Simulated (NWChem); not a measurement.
# C6H12Cl4Si4 (SMILES Cl[Si@]12C[Si@]3(Cl)C[Si@](Cl)(C1)C[Si@](Cl)(C2)C3): FT97/6-31G(d) (spherical functions)

Aim: the energy change on altering one bond length of C6H12Cl4Si4 at FT97/6-31G* (spherical functions), from 2 runs. The job is set up through an ASE script.

Program for the calculation: NWChem 7.3.0.

1 further run of the same task is left out (set aside as unsound or not needed).

## Step 1: Starting point

The species is C6H12Cl4Si4 (26 atoms), meant as a singlet with charge 0. SMILES: `Cl[Si@]12C[Si@]3(Cl)C[Si@](Cl)(C1)C[Si@](Cl)(C2)C3`. Geometry: relaxed at GFN2-xTB. This is one conformer, not always the lowest.

Some bond lengths: Cl1–Si2 2.037 Å, Si2–C3 1.902 Å, C3–Si4 1.902 Å, Si4–Cl5 2.037 Å, Si4–C6 1.902 Å, C6–Si7 1.902 Å, Si7–Cl8 2.037 Å, Si2–C9 1.902 Å, Si7–C9 1.902 Å, Si7–C10 1.902 Å, C10–Si11 1.902 Å, Si11–Cl12 2.037 Å, Si2–C13 1.902 Å, Si11–C13 1.902 Å, Si4–C14 1.902 Å, Si11–C14 1.902 Å. Some angles: Cl1–Si2–C3 110.4°, Cl1–Si2–C9 110.4°, Cl1–Si2–C13 110.3°, C3–Si2–C9 108.5°, C3–Si2–C13 108.6°, C9–Si2–C13 108.6°, Si2–C3–Si4 111.3°, C3–Si4–Cl5 110.4°, C3–Si4–C6 108.6°, C3–Si4–C14 108.6°.

## Step 2: A single-point energy at FT97/6-31G(d) (spherical functions)

The input, run.py:

```python
from ase import Atoms
from ase.calculators.nwchem import NWChem

system = Atoms(['Cl', 'Si', 'C', 'Si', 'Cl', 'C', 'Si', 'Cl', 'C', 'C', 'Si', 'Cl', 'C', 'C', 'H', 'H', 'H', 'H', 'H', 'H', 'H', 'H', 'H', 'H', 'H', 'H'], positions=[
    [-3.958350, 0.104350, 0.009330],
    [-1.922420, 0.050410, 0.004260],
    [-1.217650, 1.720010, -0.573960],
    [0.684520, 1.698540, -0.586800],
    [1.409200, 3.497440, -1.208930],
    [1.266940, 0.311990, -1.751750],
    [0.602260, -1.381130, -1.194740],
    [1.239530, -2.844260, -2.460270],
    [-1.298580, -1.308930, -1.171240],
    [1.218140, -1.720050, 0.572930],
    [0.635310, -0.367820, 1.777430],
    [1.308570, -0.757280, 3.659720],
    [-1.265970, -0.312810, 1.752480],
    [1.297410, 1.309620, 1.171540],
    [-1.591910, 1.954950, -1.568760],
    [-1.574370, 2.517640, 0.075150],
    [0.940640, 0.521650, -2.768830],
    [2.354740, 0.289490, -1.785690],
    [-1.674800, -1.129820, -2.176870],
    [-1.701880, -2.273770, -0.869010],
    [2.305040, -1.779710, 0.581360],
    [0.863020, -2.692720, 0.908640],
    [-1.623920, 0.444610, 2.447490],
    [-1.668150, -1.259180, 2.109540],
    [0.986940, 2.098240, 1.854580],
    [2.385750, 1.308560, 1.192410],
])

calc = NWChem(
    label='c6h12cl4si4',
    theory='dft',
    memory='2900 mb',
    basis='6-31G*',
    basispar='spherical',
    dft={'xc': 'ft97', 'mult': '1', 'grid': 'coarse', 'mulliken': None},
    task='energy',
)
system.calc = calc

print(f"energy = {system.get_potential_energy():.6f} eV")
print("dipole (e A):", system.get_dipole_moment().round(4))
```

Launch:

```
$ export ASE_NWCHEM_COMMAND="nwchem PREFIX.nwi > PREFIX.nwo"
$ python run.py
```

Output:

```text
energy = -88014.732323 eV
dipole (e A): [ 0.0003  0.0001 -0.    ]
```

The calculator wrote c6h12cl4si4.nwi:

```
title "c6h12cl4si4"

permanent_dir c6h12cl4si4

scratch_dir c6h12cl4si4

start c6h12cl4si4

geometry units angstrom nocenter noautosym noautoz
  Cl -3.9583499999999998e+00 1.0435000000000000e-01 9.3299999999999998e-03
  Si -1.9224200000000000e+00 5.0410000000000003e-02 4.2599999999999999e-03
  C  -1.2176499999999999e+00 1.7200100000000000e+00 -5.7396000000000003e-01
  Si 6.8452000000000002e-01 1.6985399999999999e+00 -5.8679999999999999e-01
  Cl 1.4092000000000000e+00 3.4974400000000001e+00 -1.2089300000000001e+00
  C  1.2669400000000000e+00 3.1198999999999999e-01 -1.7517499999999999e+00
  Si 6.0226000000000002e-01 -1.3811300000000000e+00 -1.1947399999999999e+00
  Cl 1.2395300000000000e+00 -2.8442599999999998e+00 -2.4602700000000000e+00
  C  -1.2985800000000001e+00 -1.3089299999999999e+00 -1.1712400000000001e+00
  C  1.2181400000000000e+00 -1.7200500000000001e+00 5.7293000000000005e-01
  Si 6.3531000000000004e-01 -3.6781999999999998e-01 1.7774300000000001e+00
  Cl 1.3085700000000000e+00 -7.5727999999999995e-01 3.6597200000000001e+00
  C  -1.2659700000000000e+00 -3.1280999999999998e-01 1.7524800000000000e+00
  C  1.2974100000000000e+00 1.3096200000000000e+00 1.1715400000000000e+00
  H  -1.5919099999999999e+00 1.9549500000000000e+00 -1.5687599999999999e+00
  H  -1.5743700000000000e+00 2.5176400000000001e+00 7.5149999999999995e-02
  H  9.4064000000000003e-01 5.2164999999999995e-01 -2.7688299999999999e+00
  H  2.3547400000000001e+00 2.8949000000000003e-01 -1.7856900000000000e+00
  H  -1.6748000000000001e+00 -1.1298200000000000e+00 -2.1768700000000001e+00
  H  -1.7018800000000001e+00 -2.2737699999999998e+00 -8.6900999999999995e-01
  H  2.3050400000000000e+00 -1.7797099999999999e+00 5.8135999999999999e-01
  H  8.6302000000000001e-01 -2.6927200000000000e+00 9.0864000000000000e-01
  H  -1.6239200000000000e+00 4.4461000000000001e-01 2.4474900000000002e+00
  H  -1.6681500000000000e+00 -1.2591800000000000e+00 2.1095400000000000e+00
  H  9.8694000000000004e-01 2.0982400000000001e+00 1.8545799999999999e+00
  H  2.3857499999999998e+00 1.3085599999999999e+00 1.1924100000000000e+00
end

memory 2900 mb

basis spherical noprint
   * library 6-31G*
end

dft
  xc ft97
  mult 1
  grid coarse
  mulliken
end

task dft energy
```

c6h12cl4si4.nwo (excerpt; [...] marks lines left out):

```text
[...]
          Wavefunction type:  closed shell.
          No. of atoms     :    26
          No. of electrons :   172
[...]
          Charge           :     0
          Spin multiplicity:     1
[...]
          AO basis - number of functions:   252
[...]
              XC Information
              --------------
           Filatov Thiel 1997 Method XC Functional
                        Slater Exchange Functional  1.000 local
            Filatov Thiel 1997 Method X Functional  1.000 non-local
            Filatov Thiel 1997 Method C Functional  1.000
[...]
 d= 0,ls=0.0,diis     1  -3234.3413334143 -5.26D+03  7.01D-03  1.30D+00    73.1
[...]
 d= 0,ls=0.0,diis     8  -3234.4817806927  1.04D-08  4.52D-06  1.01D-06   493.4
         Total DFT energy =    -3234.481780692686
      One electron energy =    -8513.674625792781
           Coulomb energy =     3483.269093416157
    Exchange-Corr. energy =     -233.882676850441
 Nuclear repulsion energy =     2029.806428534380
[...]
      Total Density - Mulliken Population Analysis
     ---------------------------------------------
    Atom       Charge   Shell Charges
 -----------   ------   -------------------------------------------------------
    1 Cl  17    17.23   2.00  2.00  5.97  1.40  3.67  0.56  1.61  0.02
    2 Si  14    13.32   2.00  2.00  5.96  0.97  1.76  0.09  0.28  0.25
    3 C    6     6.74   2.00  0.67  2.08  0.72  1.26  0.02
    4 Si  14    13.31   2.00  2.00  5.96  0.97  1.76  0.09  0.28  0.25
    5 Cl  17    17.23   2.00  2.00  5.97  1.40  3.67  0.56  1.61  0.02
    6 C    6     6.74   2.00  0.67  2.08  0.72  1.26  0.02
    7 Si  14    13.31   2.00  2.00  5.96  0.97  1.76  0.09  0.28  0.25
    8 Cl  17    17.23   2.00  2.00  5.97  1.40  3.67  0.56  1.61  0.02
    9 C    6     6.74   2.00  0.67  2.08  0.72  1.26  0.02
   10 C    6     6.74   2.00  0.67  2.08  0.72  1.26  0.02
[...]
```

Wall time 8.3 min (1 thread of Intel Xeon Platinum 8259CL at 2.50GHz (Skylake/Cascade Lake), shared host); peak memory 0.13 GiB.

## Step 3: The distorted shape at the same level

The input, c6h12cl4si4.sdf:

```

     RDKit          3D

 26 27  0  0  0  0  0  0  0  0999 V2000
   -5.0461    0.1268    0.0433 Cl  0  0  0  0  0  0  0  0  0  0  0  0
   -3.0102    0.0729    0.0382 Si  0  0  2  0  0  4  0  0  0  0  0  0
   -2.3054    1.7425   -0.5400 C   0  0  0  0  0  0  0  0  0  0  0  0
   -0.4033    1.7210   -0.5529 Si  0  0  2  0  0  4  0  0  0  0  0  0
    0.3214    3.5199   -1.1750 Cl  0  0  0  0  0  0  0  0  0  0  0  0
    0.1791    0.3345   -1.7178 C   0  0  0  0  0  0  0  0  0  0  0  0
   -0.4855   -1.3586   -1.1608 Si  0  0  2  0  0  4  0  0  0  0  0  0
    0.1517   -2.8218   -2.4263 Cl  0  0  0  0  0  0  0  0  0  0  0  0
   -2.3864   -1.2864   -1.1373 C   0  0  0  0  0  0  0  0  0  0  0  0
    0.1303   -1.6975    0.6069 C   0  0  0  0  0  0  0  0  0  0  0  0
   -0.4525   -0.3453    1.8114 Si  0  0  2  0  0  4  0  0  0  0  0  0
    0.2208   -0.7348    3.6937 Cl  0  0  0  0  0  0  0  0  0  0  0  0
   -2.3538   -0.2903    1.7864 C   0  0  0  0  0  0  0  0  0  0  0  0
    0.2096    1.3321    1.2055 C   0  0  0  0  0  0  0  0  0  0  0  0
   -2.6797    1.9774   -1.5348 H   0  0  0  0  0  0  0  0  0  0  0  0
   -2.6622    2.5401    0.1091 H   0  0  0  0  0  0  0  0  0  0  0  0
   -0.1472    0.5442   -2.7349 H   0  0  0  0  0  0  0  0  0  0  0  0
    2.3547    0.2895   -1.7857 H   0  0  0  0  0 15  0  0  0  0  0  0
   -2.7626   -1.1073   -2.1429 H   0  0  0  0  0  0  0  0  0  0  0  0
   -2.7897   -2.2513   -0.8351 H   0  0  0  0  0  0  0  0  0  0  0  0
    1.2172   -1.7572    0.6153 H   0  0  0  0  0  0  0  0  0  0  0  0
   -0.2248   -2.6702    0.9426 H   0  0  0  0  0  0  0  0  0  0  0  0
   -2.7117    0.4671    2.4814 H   0  0  0  0  0  0  0  0  0  0  0  0
   -2.7559   -1.2367    2.1435 H   0  0  0  0  0  0  0  0  0  0  0  0
   -0.1009    2.1207    1.8885 H   0  0  0  0  0  0  0  0  0  0  0  0
    1.2979    1.3311    1.2264 H   0  0  0  0  0  0  0  0  0  0  0  0
  2  1  1  1
  3  2  1  0
  4  3  1  0
  4  5  1  6
  6  4  1  0
  7  6  1  0
  7  8  1  6
  9  7  1  0
  9  2  1  0
 10  7  1  0
 11 10  1  0
 11 12  1  1
 13 11  1  0
 13  2  1  0
 14 11  1  0
 14  4  1  0
 15  3  1  0
 16  3  1  0
 17  6  1  0
 19  9  1  0
 20  9  1  0
 21 10  1  0
 22 10  1  0
 23 13  1  0
 24 13  1  0
 25 14  1  0
 26 14  1  0
M  CHG  2   6  -1  18   1
M  END
$$$$
```

The input, run.py:

```python
from ase.io import read
from ase.calculators.nwchem import NWChem

system = read('c6h12cl4si4.sdf')

calc = NWChem(
    label='c6h12cl4si4',
    theory='dft',
    memory='2900 mb',
    basis='6-31G*',
    basispar='spherical',
    dft={'xc': 'ft97', 'mult': '1', 'grid': 'coarse', 'mulliken': None},
    task='energy',
)
system.calc = calc

print("Total energy (eV):", round(system.get_potential_energy(), 6))
print("dipole (e A):", system.get_dipole_moment().round(4))
```

Launch:

```
$ export ASE_NWCHEM_COMMAND="nwchem PREFIX.nwi > PREFIX.nwo"
$ python run.py
```

Output:

```text
Total energy (eV): -88011.113843
dipole (e A): [-0.2687 -0.0027  0.0528]
```

The calculator wrote c6h12cl4si4.nwi:

```
title "c6h12cl4si4"

permanent_dir c6h12cl4si4

scratch_dir c6h12cl4si4

start c6h12cl4si4

geometry units angstrom nocenter noautosym noautoz
  Cl -5.0461000000000000e+00 1.2680000000000000e-01 4.3299999999999998e-02
  Si -3.0102000000000002e+00 7.2900000000000006e-02 3.8199999999999998e-02
  C  -2.3054000000000001e+00 1.7424999999999999e+00 -5.4000000000000004e-01
  Si -4.0329999999999999e-01 1.7210000000000001e+00 -5.5289999999999995e-01
  Cl 3.2140000000000002e-01 3.5198999999999998e+00 -1.1750000000000000e+00
  C  1.7910000000000001e-01 3.3450000000000002e-01 -1.7178000000000000e+00
  Si -4.8549999999999999e-01 -1.3586000000000000e+00 -1.1608000000000001e+00
  Cl 1.5170000000000000e-01 -2.8218000000000001e+00 -2.4262999999999999e+00
  C  -2.3864000000000001e+00 -1.2864000000000000e+00 -1.1373000000000000e+00
  C  1.3030000000000000e-01 -1.6975000000000000e+00 6.0690000000000000e-01
  Si -4.5250000000000001e-01 -3.4530000000000000e-01 1.8113999999999999e+00
  Cl 2.2080000000000000e-01 -7.3480000000000001e-01 3.6937000000000002e+00
  C  -2.3538000000000001e+00 -2.9030000000000000e-01 1.7864000000000000e+00
  C  2.0960000000000001e-01 1.3321000000000001e+00 1.2055000000000000e+00
  H  -2.6797000000000000e+00 1.9774000000000000e+00 -1.5347999999999999e+00
  H  -2.6621999999999999e+00 2.5400999999999998e+00 1.0910000000000000e-01
  H  -1.4720000000000000e-01 5.4420000000000002e-01 -2.7349000000000001e+00
  H  2.3546999999999998e+00 2.8949999999999998e-01 -1.7857000000000001e+00
  H  -2.7625999999999999e+00 -1.1073000000000000e+00 -2.1429000000000000e+00
  H  -2.7896999999999998e+00 -2.2513000000000001e+00 -8.3509999999999995e-01
  H  1.2172000000000001e+00 -1.7572000000000001e+00 6.1529999999999996e-01
  H  -2.2480000000000000e-01 -2.6701999999999999e+00 9.4259999999999999e-01
  H  -2.7117000000000000e+00 4.6710000000000002e-01 2.4813999999999998e+00
  H  -2.7559000000000000e+00 -1.2366999999999999e+00 2.1435000000000000e+00
  H  -1.0090000000000000e-01 2.1206999999999998e+00 1.8885000000000001e+00
  H  1.2979000000000001e+00 1.3310999999999999e+00 1.2263999999999999e+00
end

memory 2900 mb

basis spherical noprint
   * library 6-31G*
end

dft
  xc ft97
  mult 1
  grid coarse
  mulliken
end

task dft energy
```

c6h12cl4si4.nwo (excerpt; [...] marks lines left out):

```text
[...]
          Wavefunction type:  closed shell.
          No. of atoms     :    26
          No. of electrons :   172
[...]
          Charge           :     0
          Spin multiplicity:     1
[...]
          AO basis - number of functions:   252
[...]
              XC Information
              --------------
           Filatov Thiel 1997 Method XC Functional
                        Slater Exchange Functional  1.000 local
            Filatov Thiel 1997 Method X Functional  1.000 non-local
            Filatov Thiel 1997 Method C Functional  1.000
[...]
 d= 0,ls=0.0,diis     1  -3234.2022249702 -5.26D+03  7.39D-03  1.29D+00    76.3
[...]
 d= 0,ls=0.0,diis    11  -3234.3488039809 -5.59D-07  1.21D-06  5.33D-08   637.1
         Total DFT energy =    -3234.348803980883
      One electron energy =    -8502.445620514027
           Coulomb energy =     3477.331218271303
    Exchange-Corr. energy =     -233.702349536660
 Nuclear repulsion energy =     2024.467947798501
[...]
      Total Density - Mulliken Population Analysis
     ---------------------------------------------
    Atom       Charge   Shell Charges
 -----------   ------   -------------------------------------------------------
    1 Cl  17    17.22   2.00  2.00  5.97  1.40  3.67  0.56  1.60  0.02
    2 Si  14    13.31   2.00  2.00  5.96  0.97  1.76  0.09  0.28  0.25
    3 C    6     6.74   2.00  0.67  2.08  0.72  1.26  0.02
    4 Si  14    13.37   2.00  2.00  5.96  0.98  1.77  0.10  0.32  0.26
    5 Cl  17    17.22   2.00  2.00  5.97  1.41  3.67  0.55  1.60  0.02
    6 C    6     6.46   2.00  0.70  1.87  0.76  1.13  0.01
    7 Si  14    13.37   2.00  2.00  5.96  0.98  1.77  0.10  0.32  0.26
    8 Cl  17    17.22   2.00  2.00  5.97  1.41  3.67  0.55  1.60  0.02
    9 C    6     6.74   2.00  0.67  2.08  0.72  1.26  0.02
   10 C    6     6.73   2.00  0.67  2.08  0.72  1.26  0.02
[...]
```

Run time: 11 min. Hardware: 1 thread of Intel Xeon Platinum 8259CL at 2.50GHz (Skylake/Cascade Lake), shared host; peak memory 0.13 GiB.

## Step 4: Results

Level: FT97/6-31G* (spherical functions).

| quantity | value |
| --- | --- |
| first shape: total energy | -3234.48178 Eh |
| first shape: dipole moment | 0.00 D |
| first shape: HOMO energy | -6.81 eV |
| first shape: LUMO energy | -1.18 eV |
| first shape: HOMO–LUMO gap | 5.63 eV |
| distorted shape: total energy | -3234.34880 Eh |
| distorted shape: dipole moment | 1.32 D |
| distorted shape: HOMO energy | -6.78 eV |
| distorted shape: LUMO energy | -3.85 eV |
| distorted shape: HOMO–LUMO gap | 2.93 eV |
| energy change with the C6–H18 bond stretched from 1.089 to 2.177 Å | 3.618 eV |

One bond (distorted shape) is far stretched, which a spin-restricted single reference describes badly; a broken-symmetry solution may lie lower. With the C6–H18 bond stretched from 1.089 to 2.177 Å the energy rises by 3.62 eV (83 kcal/mol). The first shape isn't relaxed at this level, so the change isn't measured from a minimum. A restricted reference can't describe the breaking bond well at this length. Mulliken charges (first shape) run from -0.74 on C3 to +0.69 on Si4. Mulliken charges (distorted shape) run from -0.74 on C3 to +0.69 on Si2.
